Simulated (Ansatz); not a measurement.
# B8P8 ((BP)8 cage of four- and six-membered rings): the cost of one run

Method: RKS r2SCAN-D4/def2-SVP; program: Ansatz 0.2.0, Gaussian basis.

Levels to be run: relaxation at r2SCAN-D4/def2-SVP; a single point at PBE0-D4/def2-SVP.

8 further runs of the same task are left out: 6 that didn't finish, 2 set aside as unsound or not needed.

## (1) The system as given

16 atoms, charge 0, spin multiplicity 1.

Atoms are counted from 1 here; the program's logs count them from 0.

Bond lengths: B1–P2 1.919 Å, B1–P4 1.900 Å, B1–P6 1.907 Å, P2–B3 1.900 Å, P2–B9 1.927 Å, B3–P4 1.919 Å, B3–P10 1.907 Å, P4–B5 1.927 Å, B5–P6 1.908 Å, B5–P12 1.899 Å, P6–B7 1.899 Å, B7–P8 1.908 Å, B7–P13 1.927 Å, P8–B9 1.899 Å, P8–B14 1.908 Å, B9–P10 1.908 Å, P10–B11 1.899 Å, B11–P12 1.908 Å and more. Angles: P2–B1–P4 105.4°, P2–B1–P6 136.3°, P4–B1–P6 102.9°, B1–P2–B3 69.5°, B1–P2–B9 91.7°, B3–P2–B9 72.7°, P2–B3–P4 105.4°, P2–B3–P10 102.9°, P4–B3–P10 136.3°, B1–P4–B3 69.5°, B1–P4–B5 72.7°, B3–P4–B5 91.7°, P4–B5–P6 101.9°, P4–B5–P12 124.1°, P6–B5–P12 129.5°, B1–P6–B5 73.0°, B1–P6–B7 104.6°, B5–P6–B7 98.6° and more.

Geometry (Å):

```xyz
16
B8P8
B    -1.0890    0.0697    2.1718
P    -0.0784   -1.5130    2.5691
B     1.0837   -0.0621    2.1745
P     0.0723    1.5217    2.5640
B    -0.4671    1.7008    0.7228
P    -2.1049    0.7223    0.6953
B    -1.6989   -0.4681   -0.7274
P    -0.7211   -2.1058   -0.6968
B     0.4643   -1.6988    0.7298
P     2.1024   -0.7210    0.7025
B     1.7005    0.4646   -0.7254
P     0.7232    2.1032   -0.7014
P    -1.5138    0.0718   -2.5676
B    -0.0632   -1.0897   -2.1715
P     1.5206   -0.0793   -2.5647
B     0.0692    1.0838   -2.1751
```

The start is a GFN2-xTB geometry.

## (2) Relaxation at r2SCAN-D4/def2-SVP

in.yaml

```yaml
crystal:
  periodic: [false, false, false]
  atoms:
    - {symbol: B, position_ang: [-1.088960, 0.069660, 2.171820]}
    - {symbol: P, position_ang: [-0.078430, -1.512980, 2.569110]}
    - {symbol: B, position_ang: [1.083750, -0.062150, 2.174460]}
    - {symbol: P, position_ang: [0.072350, 1.521670, 2.564040]}
    - {symbol: B, position_ang: [-0.467070, 1.700800, 0.722850]}
    - {symbol: P, position_ang: [-2.104930, 0.722330, 0.695280]}
    - {symbol: B, position_ang: [-1.698910, -0.468060, -0.727410]}
    - {symbol: P, position_ang: [-0.721100, -2.105810, -0.696800]}
    - {symbol: B, position_ang: [0.464320, -1.698840, 0.729820]}
    - {symbol: P, position_ang: [2.102430, -0.720960, 0.702530]}
    - {symbol: B, position_ang: [1.700510, 0.464560, -0.725440]}
    - {symbol: P, position_ang: [0.723230, 2.103210, -0.701350]}
    - {symbol: P, position_ang: [-1.513790, 0.071780, -2.567570]}
    - {symbol: B, position_ang: [-0.063170, -1.089690, -2.171530]}
    - {symbol: P, position_ang: [1.520590, -0.079300, -2.564700]}
    - {symbol: B, position_ang: [0.069190, 1.083780, -2.175110]}
basis:
  gaussian: {orbitals: def2-SVP}
hamiltonian: {xc: r2scan, dispersion: d4}
scf: {lower_state_search: "off"}
output: {orbitals: {seedname: orbitals}}
relax: {f_tol: 0.03, max_steps: 70}
```

On the command line:

```
$ ansatz run in.yaml --threads 4 --pin off --events-out ev --progress --plain --max-ram 6963MiB
```

What time and memory should one allow on 4 threads of Arm Neoverse V1, shared host?

About 62 s, with a peak of 0.72 GiB.
